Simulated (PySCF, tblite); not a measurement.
**C2H10Ge2Si2: geometry, infrared bands and NMR shifts**

Wanted: the infrared bands and NMR shifts of C2H10Ge2Si2 (`C#[C][GeH2][Si@@H]([SiH3])[GeH3]`), by calculation.

Programs: tblite 0.8.0 and PySCF 2.14.0, with density-fitted response routines of our own. Each step states its level of theory. These are calculated values for one molecule in the gas phase, unless marked as measured. Atoms are numbered from 0 throughout.

## Step 1: The starting structure

16 atoms, charge 0, multiplicity 1; geometry from: force field or distance geometry start.

Bonds of the start (Å): C0–C1 1.21, C1–Ge2 1.90, Ge2–Si3 2.32, Si3–Si4 2.21, Si3–Ge5 2.30, C0–H6 1.07, Ge2–H7 1.53, Ge2–H8 1.54, Si3–H9 1.49, Si4–H10 1.48, Si4–H11 1.48, Si4–H12 1.47, Ge5–H13 1.54, Ge5–H14 1.54, Ge5–H15 1.55.

## Step 2: Relaxing the molecule with GFN2-xTB

Job settings and geometry (Å):

```
{"job": {"kind": "relax", "xc": "GFN2-xTB", "basis": "xTB"}, "charge": 0, "multiplicity": 1}
C      3.670400     0.608600     0.223400
C      2.712000    -0.126400     0.161900
Ge     1.233300    -1.324200     0.084800
Si    -0.671300    -0.164000     0.711700
Si    -0.454800     1.980700     0.220800
Ge    -2.614800    -1.103100    -0.084500
H      4.517600     1.262800     0.268500
H      1.491400    -2.426100     1.115400
H      1.146900    -1.887800    -1.345500
H     -0.734400    -0.265900     2.194500
H     -0.324200     2.208500    -1.233900
H      0.792800     2.466600     0.843600
H     -1.586500     2.768400     0.730000
H     -3.751700    -0.072100     0.029500
H     -2.480400    -1.632300    -1.525300
H     -2.953800    -2.284800     0.861200
```

Command:

```
$ OMP_NUM_THREADS=1 python probes_run.py task.json out
```

One launch serves the whole session: the jobs run in the order shown.

**Question.** This job is followed by: GFN2-xTB harmonic vibrations, gas phase; GIAO PBE0/pcSseg-1 NMR shielding, non-relativistic, gas phase. Predict these results of the whole session: strongest single infrared mode (GFN2-xTB); zero-point energy (GFN2-xTB); ¹³C shifts against TMS (PBE0/pcSseg-1); ¹H shifts against TMS (PBE0/pcSseg-1, means over atoms taken as alike); ⁷³Ge shifts against GeMe4 (PBE0/pcSseg-1); ²⁹Si shifts against TMS (PBE0/pcSseg-1).

The runs gave:

```
                                                              quantity                                   value
                             strongest single infrared mode (GFN2-xTB)                    766 cm⁻¹, 675 km/mol
                                          zero-point energy (GFN2-xTB)                           54.4 kcal/mol
                                ¹³C shifts against TMS (PBE0/pcSseg-1)                         105.9, 85.7 ppm
¹H shifts against TMS (PBE0/pcSseg-1, means over atoms taken as alike)  4.45, 4.27, 3.74, 3.60, 3.26, 1.87 ppm
                             ⁷³Ge shifts against GeMe4 (PBE0/pcSseg-1)                          -281, -361 ppm
                               ²⁹Si shifts against TMS (PBE0/pcSseg-1)                      -109.1, -130.2 ppm
```

Over 55 steps the energy fell by 0.383 eV; of the close pairs, Si3–Si4 changed most, 2.211 to 2.331 Å. The lowest mode is slightly imaginary (11i cm⁻¹), a soft motion within the noise of the Hessian, so the minimum is not strictly shown. The strongest single mode, at 766 cm⁻¹, has its largest shares on H10, H12 and H11 (the list is cut at 3 atoms). Unscaled tight-binding wavenumbers are off by several per cent, some by more. Its intensities can rank the bands wrongly. At PBE0/pcSseg-1: The widest tensor belongs to C1: span 289 ppm, with a paramagnetic part of -168 ppm. Spin-orbit coupling is left out, which matters for shieldings and couplings at and beside the heavy atoms.
